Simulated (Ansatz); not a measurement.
Write a Python script for Ansatz 0.2.0 through its Python package that makes energies of removing a hydrogen of CH4AlBrO, SMILES [OH][AlH][CH2]Br. Settings (for the species named): r2SCAN, def2-TZVP basis, multiplicity 1, D3BJ dispersion.

Contents of `ch4albro.xyz`:
```text
8

O    -0.24630    1.81440   -1.07190
Al   -0.40100    0.72190    0.35310
C     0.62170   -0.96390    0.34770
Br    0.20410   -2.04300   -1.15140
H    -1.00650    1.54040   -1.71280
H    -1.33960    1.10060    1.59030
H     1.76240   -0.72590    0.29280
H     0.49740   -1.50150    1.29640
```

`ch4albro.py`:
```python
# -*- coding: utf-8 -*-
"""Cost of removing each kind of hydrogen from CH4AlBrO, fragments frozen."""

import ansatz


def total_energy(molecule, charge=0, unpaired=0):
    calc = (
        molecule.calculation()
        .basis(gaussian="def2-TZVP")
        .functional("r2SCAN", dispersion="d3bj")
    )
    if charge:
        calc = calc.charge(charge)
    if unpaired:
        calc = calc.spin("collinear", total=unpaired)
    report = calc.run(threads=1, pin="off").report
    if report["published_state_doubts"]:
        print("  doubts:", report["published_state_doubts"])
    return report["free_energy_ev"]

def without(molecule, index):
    rest = ansatz.Crystal.molecule()
    for i, site in enumerate(molecule.cartesian_sites):
        if i != index:
            rest = rest.atom(site.symbol, site.position_ang)
    return rest

geometry = ansatz.Crystal.molecule_from_extxyz("ch4albro.xyz")

whole = total_energy(geometry, 0)
hydrogen = total_energy(ansatz.Crystal.molecule().atom("H", (0, 0, 0)), 0, 1)
print(f"E(molecule) = {whole:.5f} eV, E(H) = {hydrogen:.5f} eV")
for index in [4, 5, 7]:
    radical = total_energy(without(geometry, index), 0, 1)
    print(f"H{index}: homolysis {96.485332 * (radical + hydrogen - whole):.1f} kJ/mol")
```

```console
$ python ch4albro.py
DeckWarning: the engine holds no damping parameters fitted to this dispersion correction and functional, so the run takes those fitted to r2scan beside the three-body term, which d3bj leaves out (hamiltonian.dispersion, under Limitations)
E(molecule) = -79792.13934 eV, E(H) = -13.60370 eV
H4: homolysis 474.9 kJ/mol
H5: homolysis 341.4 kJ/mol
H7: homolysis 426.4 kJ/mol
```
(Warnings from the package without file and line.)

Notes:
- Total energies depend on the basis set; only differences at equal settings carry meaning.
- The geometry is a force-field or estimated start, not a minimum of this method, and the basis set is short of its limit. All parts are taken at fixed geometry, without zero-point energy.
- The spin-orbit lowering of heavy atoms is left out.
- A dispersion term here runs with damping parameters fitted for another variant or functional.
- Hardware and time: 110 s on 1 thread of Arm Neoverse V1 (shared host), peak memory 0.49 GiB.
